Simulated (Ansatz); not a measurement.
# Hf2Cu: the cost of one run

Method: DFT PBEsol, scalar-relativistic, in Ansatz 0.2.0.

### Step 1. The starting structure

It takes space group I4/mmm (No. 139, tetragonal). The conventional cell has a = 3.170 Å, b = 3.170 Å, c = 11.133 Å, α = 90.00°, β = 90.00°, γ = 90.00°. Around Hf (site symmetry 4mm) lie 4 Cu at 2.86 Å and 8 Hf at 3.01 to 3.17 Å. Cu (site symmetry 4/mmm) has 8 Hf at 2.86 Å and 4 Cu at 3.17 Å in its first shell of neighbours.

Coordinates:

```
Hf Cu
1.0
    -1.58475    1.58475    5.56665
     1.58475   -1.58475    5.56665
     1.58475    1.58475   -5.56665
Hf Cu
2 1
Direct
  0.34000 0.34000 0.00000
  0.66000 0.66000 0.00000
  0.00000 0.00000 0.00000
```

Atoms are numbered in the order of the input: Hf1, Hf2, Cu3.

### Step 2. The deformed structure

Space group I4/mmm before, I4/mmm after.

### Step 3. All-electron LAPW

input.yaml reads:

```yaml
crystal:
  lattice:
    - [-1.58475, 1.58475, 5.6223165]
    - [1.58475, -1.58475, 5.6223165]
    - [1.58475, 1.58475, -5.6223165]
  atoms:
    - { symbol: Hf, position: [0.34, 0.34, 0.0] }
    - { symbol: Hf, position: [0.66, 0.66, 0.0] }
    - { symbol: Cu, position: [0.0, 0.0, 0.0] }
kpoints:
  mp_grid: { grid: [16, 16, 16] }
  band_path:
    path:
      - [0.0, 0.0, 0.0]
      - [0.0, 0.0, 0.5]
      - [0.25, 0.25, 0.25]
      - [0.0, 0.5, 0.0]
      - [0.0, 0.0, 0.0]
      - [0.5, 0.5, -0.5]
      - [0.2698623646, 0.7301376354, -0.2698623646]
      - [-0.2698623646, 0.2698623646, 0.2698623646]
      - [0.0, 0.0, 0.0]
    npoints: 5
scf:
  occupations: { method: fermi_dirac, width: 0.03 }
hamiltonian:
  xc: pbesol
  pseudopotentials: { kind: all_electron, lapw: { basis_error: 0.001 } }
output:
  forces: true
  stress: true
  eigenvalues: true
```

On the command line:

```bash
ansatz run input.yaml --threads 1 --pin off --max-ram 4096MiB --backend cpu --events-out ev --progress --plain --runs-dir out
```

Q: Estimate wall time and peak memory on 1 thread of Intel Xeon 6975P-C (Granite Rapids), shared host.

About 2.7 min, with a peak of 2 GiB.
